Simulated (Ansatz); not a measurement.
# CH3ClMg: the cost of one run

The runs use Ansatz 0.2.0, Gaussian basis; PBE0-D4/def2-TZVP structures, single points in def2-TZVPP, no counterpoise correction.

Levels: SPW92, PBE-D4, BLYP-D4, r2SCAN-D4, B97M-V, PBE0-D4, B3LYP-D4, r2SCAN0-D4, BHLYP-D4, CAM-B3LYP-D4, wB97X-V, wB97M-V, B2PLYP, PBE-QIDH, RPA on PBE, Hartree-Fock, MP2, CCSD, CCSD(T).

Correlated methods freeze the cores. Filled d shells of the heavier atoms are correlated. The outer core shell of Li, Na, Mg and K is correlated. B3LYP uses VWN-RPA correlation. B2PLYP carries no dispersion term here.

95 further runs of the same task are left out: 1 that didn't finish, 94 set aside as unsound or not needed. Runs told in other sessions of the task aren't counted.

## 1. Starting geometry

The complex: 8 atoms, charge 0, spin multiplicity 1.

Atoms are counted from 1 here; the program's logs count them from 0.

Bond lengths: Mg1–C2 2.076 Å, Mg1–Cl3 2.210 Å, Mg1–Br5 2.852 Å, C2–H6 1.096 Å, C2–H7 1.094 Å, C2–H8 1.096 Å, H4–Br5 1.426 Å. Angles: C2–Mg1–Cl3 163.9°, C2–Mg1–Br5 101.6°, Cl3–Mg1–Br5 94.5°, Mg1–C2–H6 111.6°, Mg1–C2–H7 112.4°, Mg1–C2–H8 111.6°, H6–C2–H7 106.9°, H6–C2–H8 107.1°, H7–C2–H8 106.9°, Mg1–Br5–H4 95.8°.

Geometry (Å):

```
Mg   -0.3267   -0.9627   -0.5739
C     0.9102   -0.2205    0.9191
Cl   -1.3741   -2.2864   -2.0011
H    -1.0028    2.2821   -0.5350
Br   -1.6616    1.4029   -1.4434
H     0.3337    0.2514    1.7223
H     1.5198   -1.0025    1.3814
H     1.6014    0.5356    0.5307
```

Its parts: CH3ClMg holds atoms 1, 2, 3, 6, 7, 8; HBr holds atoms 4, 5. Each part counts its atoms afresh in its own runs.

## 2. Relaxing CH3ClMg alone

relax-a/in.yaml

```yaml
crystal:
  periodic: [false, false, false]
  atoms:
    - {symbol: Mg, position_ang: [-0.326664, -0.962658, -0.573898]}
    - {symbol: C, position_ang: [0.910182, -0.220470, 0.919074]}
    - {symbol: Cl, position_ang: [-1.374139, -2.286402, -2.001052]}
    - {symbol: H, position_ang: [0.333650, 0.251444, 1.722251]}
    - {symbol: H, position_ang: [1.519828, -1.002463, 1.381382]}
    - {symbol: H, position_ang: [1.601387, 0.535559, 0.530717]}
basis:
  gaussian: {orbitals: def2-TZVP}
hamiltonian: {xc: pbe0, dispersion: d4}
relax: {f_tol: 0.005, max_steps: 200}
```

Launch:

```console
ansatz run in.yaml --threads 4 --pin off --events-out ev --progress --plain --max-ram 9574MiB
```

**Question.** How long does this run take on 4 threads of Arm Neoverse V2, shared host?

About 4.9 s.
